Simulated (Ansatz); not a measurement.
# CH₈ClNSi₂: small, medium and large basis sets

The task here is to estimate one member of a computed series from the others.

Computed with Ansatz 0.2.0, Gaussian basis. Level: one geometry, several basis sets.

Plan: PBE0-D4/def2-SVP; ωB97M-V/def2-SVP; PBE0-D4/def2-QZVPP; ωB97M-V/def2-QZVPP; the functionals' def2-TZVPP values are taken from earlier runs.

### The geometry

An earlier PBE0-D4 in a triple-zeta def2 set relaxation fixed the geometry.

SMILES `C[SiH2][SiH](N)Cl`, 13 atoms, charge 0, spin multiplicity 1.

Atoms are counted from 1 here; the program's logs count them from 0.

Bond lengths: C1–Si2 1.873 Å, C1–H6 1.092 Å, C1–H7 1.092 Å, C1–H8 1.092 Å, Si2–Si3 2.338 Å, Si2–H9 1.490 Å, Si2–H10 1.493 Å, Si3–N4 1.706 Å, Si3–Cl5 2.092 Å, Si3–H11 1.484 Å, N4–H12 1.007 Å, N4–H13 1.008 Å. Angles: Si2–C1–H6 110.2°, Si2–C1–H7 110.8°, Si2–C1–H8 110.9°, H6–C1–H7 108.0°, H6–C1–H8 108.6°, H7–C1–H8 108.2°, C1–Si2–Si3 111.3°, C1–Si2–H9 111.1°, C1–Si2–H10 110.7°, Si3–Si2–H9 109.2°, Si3–Si2–H10 106.9°, H9–Si2–H10 107.5°, Si2–Si3–N4 110.0°, Si2–Si3–Cl5 105.7°, Si2–Si3–H11 115.6°, N4–Si3–Cl5 114.4°, N4–Si3–H11 107.0°, Cl5–Si3–H11 104.3° and more.

The first run:

in.yaml reads:

```yaml
crystal:
  periodic: [false, false, false]
  atoms:
    - {symbol: C, position_ang: [-0.778207, -1.038479, 1.892707]}
    - {symbol: Si, position_ang: [0.543823, -0.703093, 0.609596]}
    - {symbol: Si, position_ang: [-0.291270, 0.581296, -1.156470]}
    - {symbol: N, position_ang: [0.997229, 1.200647, -2.087280]}
    - {symbol: Cl, position_ang: [-1.498000, 2.043043, -0.272341]}
    - {symbol: H, position_ang: [-1.193179, -0.098379, 2.261739]}
    - {symbol: H, position_ang: [-1.594638, -1.623358, 1.463399]}
    - {symbol: H, position_ang: [-0.367950, -1.593883, 2.738768]}
    - {symbol: H, position_ang: [1.100950, -1.975638, 0.069524]}
    - {symbol: H, position_ang: [1.676121, 0.063865, 1.207490]}
    - {symbol: H, position_ang: [-1.200024, -0.126617, -2.091685]}
    - {symbol: H, position_ang: [1.800459, 1.608747, -1.636578]}
    - {symbol: H, position_ang: [0.825088, 1.627051, -2.984069]}
basis:
  gaussian: {orbitals: def2-SVP}
hamiltonian: {xc: pbe0, dispersion: d4}
output: {orbitals: {seedname: orbitals}}
```

Launch:

```bash
> ansatz run in.yaml --threads 4 --pin off --events-out ev --progress --plain --max-ram 10444MiB
```

Steps of the session up to this table: PBE0-D4 in def2-SVP; ωB97M-V in def2-SVP; PBE0-D4 in def2-QZVPP; ωB97M-V in def2-QZVPP.

One table of the session follows, with a row left open; its other results are not shown here.

It belongs to the step «Density functionals: the series». 

```
functional       basis  HOMO (eV)  LUMO (eV)
   PBE0-D4    def2-SVP      -7.56       0.29
   PBE0-D4  def2-TZVPP      -7.68      -0.16
   PBE0-D4  def2-QZVPP          ?          ?
   ωB97M-V    def2-SVP      -9.63       2.09
   ωB97M-V  def2-TZVPP      -9.77       1.46
   ωB97M-V  def2-QZVPP      -9.80       1.11
```

**Question.** Estimate the row for PBE0-D4, def2-QZVPP.

**Answer.** HOMO (eV): -7.71; LUMO (eV): -0.30. In the column «HOMO (eV)» it lies between ωB97M-V, def2-SVP (-9.63) and PBE0-D4, def2-TZVPP (-7.68).
